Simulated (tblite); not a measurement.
**C7H10GeO: geometry, infrared bands and NMR shifts**

The runs use tblite 0.8.0 and PySCF 2.14.0, with density-fitted response routines of our own; the level of theory stands in each step. All values are computed, except where a source is named. Atoms count from 0, in the outputs and in this text.

### Step 1. The molecule as given

19 atoms, charge 0, multiplicity 1; geometry from: force field or distance geometry start.

Bonds of the start (Å): C0–C1 1.21, C1–Ge2 1.87, Ge2–C3 1.96, C3–C4 1.48, C4–C5 1.26, C5–O6 1.43, O6–C7 1.42, C5–C8 1.48, C8–Ge2 1.98, C0–H9 1.07, Ge2–H10 1.51, C3–H11 1.10, C3–H12 1.10, C4–H13 1.14, C7–H14 1.10, C7–H15 1.10, C7–H16 1.11, C8–H17 1.09, C8–H18 1.10.

### Step 2. Relaxing the molecule with GFN2-xTB

The job: settings as JSON, then the geometry in Å.

```
{"job": {"kind": "relax", "xc": "GFN2-xTB", "basis": "xTB"}, "charge": 0, "multiplicity": 1}
C      3.486200    -1.981400     0.055300
C      2.804800    -0.993300    -0.133000
Ge     1.778400     0.541800    -0.399100
C      0.384200     0.307700    -1.760400
C     -0.638300    -0.314600    -0.883900
C     -0.656100    -0.130000     0.360200
O     -1.649400    -0.723600     1.205500
C     -2.964500    -0.201000     1.047600
C      0.385800     0.715400     0.991300
H      4.083800    -2.853100     0.220300
H      2.571400     1.818300    -0.583400
H      0.060500     1.267200    -2.181000
H      0.688000    -0.421800    -2.521600
H     -1.417300    -0.963600    -1.396500
H     -3.683600    -0.698500     1.722400
H     -3.202700    -0.325900    -0.022600
H     -2.893100     0.882000     1.297300
H      0.103400     1.771000     1.014300
H      0.749100     0.327700     1.959800
```

On the command line:

```bash
> OMP_NUM_THREADS=1 python probes_run.py task.json out
```

The driver reads the jobs from task.json and runs them one after another.

Q: Estimate the wall time and peak memory of this first job on 1 thread of Intel Xeon at 2.60GHz, shared host.

About 1 s, with a peak of 0.18 GiB.
